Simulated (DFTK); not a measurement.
# GaGe3 (Fm-3m) in DFTK: reference runs

How does GaGe3 come out in PBE? The cell is run as given.

Program: DFTK 0.8.2. These are calculated values, not measurements. Logs are shortened: lines on timing, memory, paths and dates and some standing lists are left out, and cuts for length are marked.

**1. The crystal as given**

The structure is cubic, space group Fm-3m (No. 225). Conventional cell: a = 6.774 Å, b = 6.774 Å, c = 6.774 Å, α = 90.00°, β = 90.00°, γ = 90.00°. Ge (site symmetry m-3m) has 8 Ge at 2.93 Å as nearest neighbours. Ge (site symmetry -43m) is surrounded by 4 Ge at 2.93 Å and 4 Ga at 2.93 Å. Around Ga (site symmetry m-3m) lie 8 Ge at 2.93 Å.

The cell comes from a database or a generator and needn't be the stable form of this composition.

**2. Single point, PBE**

Input file run.jl:

```julia
using DFTK
using PseudoPotentialData
using Unitful, UnitfulAtomic
using LinearAlgebra, Printf
include("save.jl")
disable_threading()

# lattice vectors are the columns
lattice = austrip(1u"Å") * [           0.0       3.387167       3.387167;
                 3.387167            0.0       3.387167;
                 3.387167       3.387167            0.0]
symbols   = [:Ge, :Ge, :Ge, :Ga]
positions = [[0.5, 0.5, 0.5],
             [0.75, 0.75, 0.75],
             [0.25, 0.25, 0.25],
             [0.0, 0.0, 0.0]]
pseudopotentials = PseudoFamily("dojo.nc.sr.pbe.v0_4_1.standard.upf")
elements = Dict(s => ElementPsp(s, pseudopotentials) for s in unique(symbols))
atoms    = [elements[s] for s in symbols]

build_model(lattice, positions; symmetries=true) =
    model_DFT(lattice, atoms, positions;
              functionals=PBE(),
              temperature=austrip(0.05u"eV"),
              smearing=Smearing.FermiDirac(),
              symmetries)
Ecut  = 40.0  # hartree
kgrid = [7, 7, 7]
tol   = 1e-6
to_GPa = ustrip(uconvert(u"GPa", 1u"hartree/bohr^3"))

model = build_model(lattice, positions)
basis = PlaneWaveBasis(model; Ecut, kgrid)
display(basis)
scfres = self_consistent_field(basis;
                               tol,
                               nbandsalg=AdaptiveBands(model; n_bands_converge=35))
display(scfres.energies)
@printf "Fermi level: %.6f eV\n" ustrip(auconvert(u"eV", something(scfres.εF, NaN)))
forces = compute_forces_cart(scfres)
println("Forces (eV/Å)")
for (s, f) in zip(symbols, forces)
    @printf "%-3s %12.6f %12.6f %12.6f\n" s ustrip.(auconvert.(u"eV/Å", f))...
end
stress = compute_stresses_cart(scfres)
println("Stress (GPa)")
display(round.(stress * to_GPa; digits=4))
println("Levels at the first k-point (eV): ", round.(ustrip.(auconvert.(u"eV", scfres.eigenvalues[1])); digits=4))
save_scf!(scfres; forces, stress)
```

Potentials or basis: dojo.nc.sr.pbe.v0_4_1.standard.upf (PBE).

Started as:

```bash
julia --threads=1 run.jl  # save.jl only writes the numbers to a file and isn't shown; printed stress counts tension as positive; times include loading and compiling
```

Standard output:

```text
PlaneWaveBasis discretization:

    Ecut                 : 40.0 Ha
    fft_size             : (54, 54, 54), 157464 total points
    kgrid                : MonkhorstPack([7, 7, 7])
    num.   red. kpoints  : 343
    num. irred. kpoints  : 20

    Discretized Model(gga_x_pbe+gga_c_pbe, 3D):
        lattice (in Bohr)    : [0         , 6.40082   , 6.40082   ]
                               [6.40082   , 0         , 6.40082   ]
                               [6.40082   , 6.40082   , 0         ]
        unit cell volume     : 524.49 Bohr³

        atoms                : GaGe₃
        pseudopot. family    : PseudoFamily("dojo.nc.sr.pbe.v0_4_1.standard.upf")

        num. electrons       : 55
        spin polarization    : none
        temperature          : 0.0018375 Ha
        smearing             : DFTK.Smearing.FermiDirac()

        terms                : Kinetic()
                               AtomicLocal()
                               AtomicNonlocal()
                               Ewald(nothing)
                               PspCorrection()
                               Hartree()
                               Xc(gga_x_pbe, gga_c_pbe)
                               Entropy()
n     Energy            log10(ΔE)   log10(Δρ)   Diag   Δtime
---   ---------------   ---------   ---------   ----   ------
  1   -344.3952672161                   -1.04    5.5    25.5s
  2   -344.4014613208       -2.21       -1.53    1.0    10.2s
  3   -344.4027143162       -2.90       -1.64    2.4    14.3s
  4   -344.4025416068   +   -3.76       -1.61    2.0    12.7s
  5   -344.4026211755       -4.10       -1.75    1.0    10.3s
  6   -344.4027636008       -3.85       -2.53    2.0    12.2s
  7   -344.4027680113       -5.36       -3.09    1.8    11.2s
  8   -344.4027684500       -6.36       -3.25    1.8    11.1s
  9   -344.4027685597       -6.96       -3.50    1.1    9.55s
 10   -344.4027686312       -7.15       -4.35    1.9    12.5s
 11   -344.4027686366       -8.27       -4.52    2.4    13.8s
 12   -344.4027686361   +   -9.28       -4.35    1.9    11.7s
 13   -344.4027686366       -9.33       -4.62    1.0    9.35s
 14   -344.4027686367       -9.89       -4.82    1.0    9.49s
 15   -344.4027686368       -9.91       -5.65    2.0    11.9s
 16   -344.4027686368      -10.92       -5.67    2.0    13.6s
 17   -344.4027686368   +  -12.64       -5.63    1.0    9.56s
 18   -344.4027686368      -12.55       -5.66    1.0    8.61s
 19   -344.4027686368      -12.13       -5.84    1.0    9.47s
 20   -344.4027686368   +  -13.25       -5.81    1.0    9.78s
 21   -344.4027686368      -12.47       -5.92    1.0    9.45s
 22   -344.4027686368      -13.25       -5.96    1.0    8.70s
 23   -344.4027686368      -12.77       -6.29    1.0    9.19s
Energy breakdown (in Ha):
    Kinetic             263.7563663
    AtomicLocal         -227.0332801
    AtomicNonlocal      -179.6948048
    Ewald               -215.0938312
    PspCorrection       12.3139917
    Hartree             87.6776328
    Xc                  -86.3284940
    Entropy             -0.0003494

    total               -344.402768636827
Fermi level: 5.302998 eV
Forces (eV/Å)
Ge      0.000000    -0.000000     0.000000
Ge     -0.000000    -0.000000    -0.000000
Ge      0.000000     0.000000     0.000000
Ga     -0.000000    -0.000000    -0.000000
Stress (GPa)
3×3 StaticArraysCore.SMatrix{3, 3, Float64, 9} with indices SOneTo(3)×SOneTo(3):
 0.4884  0.0     0.0
 0.0     0.4884  0.0
 0.0     0.0     0.4884
Levels at the first k-point (eV): [-19.4064, -19.4064, -19.4004, -19.4004, -19.4004, -19.3801, -19.3801, -19.3801, -19.3411, -19.3411, -19.333, -19.333, -19.3197, -19.3197, -19.3197, -9.4409, -9.4409, -9.4409, -9.4165, -9.4165, -7.1409, -0.4206, 0.7072, 3.7816, 3.7816, 3.7816, 4.0677, 4.0677, 4.0677, 4.1485, 5.6138, 5.6138, 5.6138, 10.0761, 10.0761, 15.0542, 15.0542, 15.0542]
```

Run time: 6.2 min. Hardware: 1 thread of INTEL XEON PLATINUM 8581C at 2.10GHz (Emerald Rapids), shared host; peak memory 2.2 GiB.

What came out:

| Property | Result |
| --- | --- |
| Free energy | -9371.6768 eV |
| Pressure | -0.5 GPa |
| Band gap on the k mesh | none (metal or under the smearing width) |

Levels at points of the mesh, in eV from the Fermi level:
```tsv
k point	band 25	band 26	band 27	band 28	band 29	band 30	band 31	band 32
(0.00, 0.00, 0.00)	-1.52	-1.52	-1.24	-1.24	-1.24	-1.15	0.31	0.31
```
